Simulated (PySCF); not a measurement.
**C4H6FO2+: electronic excitations and core binding energies**

What electronic excitations and core binding energies should C4H6FO2+ (`C[C+]1OC[C@H](F)O1`) show?

Programs: PySCF 2.14.0, with density-fitted response routines of our own. Each step states its level of theory. These are calculated values for one molecule in the gas phase, unless marked as measured. Atoms are numbered from 0 throughout.

### 1 The molecule as given

13 atoms, charge 1, multiplicity 1; geometry from: GFN2-xTB.

Bonds of the start (Å): C0–C1 1.46, C1–O2 1.28, O2–C3 1.43, C3–C4 1.54, C4–F5 1.34, C4–O6 1.43, O6–C1 1.29, C0–H7 1.09, C0–H8 1.10, C0–H9 1.09, C3–H10 1.10, C3–H11 1.09, C4–H12 1.10.

### 2 Excited states and response: B3LYP/def2-SVPD

What the job is given:

```
{"job": {"kind": "uv", "xc": "B3LYP", "basis": "def2-SVPD", "nstates": 8, "ntriplets": 3}, "charge": 1, "multiplicity": 1}
C      2.069769    -0.470512     0.190982
C      0.647381    -0.176522     0.103480
O     -0.214308    -1.045031    -0.256795
C     -1.521666    -0.460850    -0.252512
C     -1.226963     1.016805     0.076520
F     -1.371184     1.791681    -1.010880
O      0.167815     0.986921     0.394242
H      2.248293    -1.543381     0.163042
H      2.585299    -0.007174    -0.658023
H      2.502817    -0.015205     1.083160
H     -1.969466    -0.574332    -1.245318
H     -2.134733    -0.973588     0.492960
H     -1.787443     1.471673     0.901414
```

With the program's defaults for keys left out, this is: TDDFT B3LYP/def2-SVPD, vertical, gas phase, core orbitals frozen in the response.

**Question.** This job is followed by: delta-SCF UKS SCAN, pcX-2 on the ionised atom, pcseg-1 elsewhere, spin-free X2C. What will the session give for the following? lowest singlet (B3LYP/def2-SVPD); brightest single state of those computed; lowest triplet; C1s binding energies, SCAN/pcX-2; O1s binding energies, SCAN/pcX-2; F1s binding energies, SCAN/pcX-2.

**Answer**, as computed:

| quantity | value |
| --- | --- |
| lowest singlet (B3LYP/def2-SVPD) | 6.80 eV (182 nm), f = 0.009 |
| brightest single state of those computed | state 6, 8.37 eV, f = 0.258 |
| lowest triplet | 5.95 eV |
| C1s binding energies, SCAN/pcX-2 | C1 302.04, C4 301.06, C3 298.92, C0 297.18 eV |
| O1s binding energies, SCAN/pcX-2 | O2 546.91, O6 546.73 eV |
| F1s binding energies, SCAN/pcX-2 | F5 698.40 eV |

**Reading.** The first singlet state (HOMO→LUMO 0.92) lies at 6.80 eV and is weak; of the 8 states computed, the strongest absorption comes from state 6 at 8.37 eV. The lowest triplet lies 0.85 eV below the lowest singlet (triplets in Tamm-Dancoff, singlets in full TDDFT). The C1s levels kept as sound span 4.86 eV, from C0 (methyl carbon) up to C1 (carbocation centre). O2 (ether oxygen) binds its O1s electron 0.18 eV more tightly than O6 (ether oxygen).
